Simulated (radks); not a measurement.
# V⁺ in [Ne] 3p6 3d6: an all-electron calculation

What are the levels of the vanadium ion V+, how large are its shells, and how does its energy divide?

The numbers are computed with radks (a radial shooting solver on a logarithmic mesh, Libxc functionals) version 1 (scalar-relativistic Kohn-Sham, SCAN, spin-unpolarised, spherical densities, finite nucleus), except any that are marked as measured or tabulated.

## 1. Starting point

```
element            : vanadium (Z = 23)
charge             : +1
electrons          : 22
configuration      : [Ne] 3p6 3d6
nuclear rms radius : 3.6002 fm
```

Outer shells as boxes (Hund's rule):

V⁺
```
[Ne] core
3p [↑↓][↑↓][↑↓]
3d [↑↓][↑ ][↑ ][↑ ][↑ ]
```

## 2. Self-consistent calculation

Settings of this run:

```text
Z 23
configuration [Ne] 3p6 3d6
relativity scalar-relativistic
functional scan,scan
spin unpolarised
nucleus finite rms 3.6002 fm
c 137.035999084
```

What does the calculation give?

The runs gave:

| quantity | value |
| --- | --- |
| total energy | -944.07161 hartree |
| exchange-correlation share of it | 4.75 % |
| −T/E | 1.0092 |
| highest occupied level | 3d, -10.824 eV |
| most extended occupied level | 3d, <r> = 1.40 bohr |
| radius at density 0.001 e/bohr³ | 3.64 bohr |
| maxima of the radial density | 3 |

What this shows: 3 principal shells are occupied and 3 maxima appear in the radial density. Relativity lifts −T/E to 1.009. This is not the tabulated ground configuration, so its levels and sizes aren't those of the ground state, and no measured value stands beside it.
